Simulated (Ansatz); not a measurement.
# GeH₃+ (singlet): the correlation ladder, cc-pVTZ

Aim: climb from Hartree-Fock through coupled cluster for GeH₃+ (singlet) at one geometry and basis, and see what each rung misses.

Computed with Ansatz 0.2.0, Gaussian basis. Level: cc-pVTZ, core rule «outside noble gas», up to 14 orbitals frozen.

The runs, in order: UHF; CCSD(T) on RHF; BCCD(T) on RHF; CCSDT(Q) on RHF.

26 further runs of the same task are left out: 1 for a mislabelled method, 2 for a known fault of the program, 6 that didn't finish, 17 set aside as unsound or not needed.

## (1) The geometry

The geometry is a PBE0/def2-TZVP stationary point (not a proven minimum) of the parent state, kept for this charge and spin. No spin-orbit coupling is included. The filled d shell of Ge may be among the frozen orbitals whatever the setting's name suggests; the logs give the count.

4 atoms, charge 1, spin multiplicity 1.

Atoms are counted from 1 here; the program's logs count them from 0.

Bond lengths: Ge1–H2 1.539 Å, Ge1–H3 1.539 Å, Ge1–H4 1.539 Å. Angles: H2–Ge1–H3 111.2°, H2–Ge1–H4 111.2°, H3–Ge1–H4 111.2°.

## (2) UHF

The input, in.yaml:

```yaml
crystal:
  periodic: [false, false, false]
  atoms:
    - {symbol: Ge, position_ang: [0.000034, -0.000003, -0.018730]}
    - {symbol: H, position_ang: [1.465006, 0.016889, 0.452573]}
    - {symbol: H, position_ang: [-0.748285, 1.261093, 0.448403]}
    - {symbol: H, position_ang: [-0.719150, -1.277779, 0.448837]}
basis:
  gaussian: {orbitals: cc-pVTZ}
total_charge: 1
magnetization: {spin_polarized: true, initial_magnetization: 0}
hamiltonian: {xc: hf}
output: {orbitals: {seedname: orbitals}}
```

The run is started by

```sh
$ ansatz run in.yaml --threads 1 --pin off --events-out ev --progress --plain --max-ram 2393MiB
```

After this run come: CCSD(T) on RHF; BCCD(T) on RHF; CCSDT(Q) on RHF.

Q: Predict the results of all the runs planned. Wanted: RCCSDT(Q) below the RHF energy; RMP2 from RCCSDT(Q); RCCSD from RCCSDT(Q); RCCSD(T) from RCCSDT(Q); T1 diagnostic.

As calculated:

| quantity | value |
| --- | --- |
| RCCSDT(Q) below the RHF energy | -3.5045 eV |
| RMP2 from RCCSDT(Q) | +741.5 meV |
| RCCSD from RCCSDT(Q) | +80.4 meV |
| RCCSD(T) from RCCSDT(Q) | +16.0 meV |
| levels within 1 kcal/mol (43 meV) | RCCSD(T), BCCD(T), RCCSDT |
| T1 diagnostic | 0.010 |

In words: RCCSD(T) misses by +16.0 meV, 0.5 % of the correlation energy. These misses are within one basis, not against nature.
